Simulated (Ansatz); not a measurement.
# BeBH (triplet): wave-function methods side by side at scale of all distances = 0.887, cc-pVDZ

The task here is to estimate one member of a computed series from the others.

Computed with Ansatz 0.2.0, Gaussian basis. Level: cc-pVDZ, core rule «outside noble gas», up to 2 orbitals frozen.

To be run: UHF; CCSD(T) on ROHF; CCSD(T) on UHF; BCCD(T) on ROHF; CISD as a restricted active space (open shells left free, so some higher excitations enter); CCSDT(Q) on ROHF; CCSDT(Q) on UHF; CASSCF and MRCISD+Q, 4 electrons in 4 orbitals; CASSCF and NEVPT2, 4 electrons in 4 orbitals; Full CI.

27 further runs of the same task are left out: 9 for a known fault of the program, 10 that didn't finish, 8 set aside as unsound or not needed. Runs told in other sessions of the task aren't counted.

## The system

The geometry derives from a PBE0/def2-TZVP stationary point (not a proven minimum). All distances are scaled together.

3 atoms, charge 0, spin multiplicity 3.

Atoms are counted from 1 here; the program's logs count them from 0.

Bond lengths: B1–Be2 1.608 Å, B1–H3 1.055 Å. Angles: Be2–B1–H3 180.0°.

Set-up of the first run:

The input, in.yaml:

```yaml
crystal:
  periodic: [false, false, false]
  atoms:
    - {symbol: B, position_ang: [0.000000, 0.000000, 0.184324]}
    - {symbol: Be, position_ang: [0.000000, 0.000000, -1.423641]}
    - {symbol: H, position_ang: [0.000000, 0.000000, 1.239317]}
basis:
  gaussian: {orbitals: cc-pVDZ}
magnetization: {spin_polarized: true, initial_magnetization: 2}
hamiltonian: {xc: hf}
output: {orbitals: {seedname: orbitals}}
```

Started as:

```bash
$ ansatz run in.yaml --threads 1 --pin off --events-out ev --progress --plain --max-ram 2393MiB
```

Steps of the session up to this table: UHF; CCSD(T) on ROHF; CCSD(T) on UHF; BCCD(T) on ROHF; CISD as a restricted active space (open shells left free, so some higher excitations enter); CCSDT(Q) on ROHF; CCSDT(Q) on UHF; CASSCF and MRCISD+Q, 4 electrons in 4 orbitals; CASSCF and NEVPT2, 4 electrons in 4 orbitals; Full CI.

One of the session's tables, all rows but one given; the rest of the session is left out.

| method | from FCI (kJ/mol) |
| --- | --- |
| ROHF | +269.1 |
| UHF | +262.9 |
| RMP2 | ? |
| UMP2 | +70.3 |
| CISD | +14.8 |
| RCCSD | +7.8 |
| UCCSD | +7.6 |
| RCCSD(T) | +2.1 |
| UCCSD(T) | +2.1 |
| BCCD(T) | +2.1 |
| RCCSDT | +0.2 |
| UCCSDT | +0.2 |
| RCCSDT(Q) | +0.1 |
| UCCSDT(Q) | 0.0 |
| CASSCF pair | +230.6 |
| NEVPT2 pair | +63.9 |
| FCI | 0 |

**Question.** Estimate the row for RMP2.

The run gave: from FCI (kJ/mol): +70.1. In the column «from FCI (kJ/mol)» it lies between NEVPT2 pair (+63.9) and UMP2 (+70.3).

Not comparable, so not listed: CASSCF and MRCISD+Q, 4 electrons in 4 orbitals (they don't share determinant, frozen orbitals or solution with the rows shown, or repeat one).

To keep in mind: Levels on UHF freeze UHF's core orbitals, full CI those of ROHF, so the U rows can settle a little off it for that reason alone. Restricted and unrestricted rows rest on different reference determinants; a gap between their highest levels can come from leftover correlation error, from unlike frozen cores or from another state. Warnings in the runs' records: passed over end.
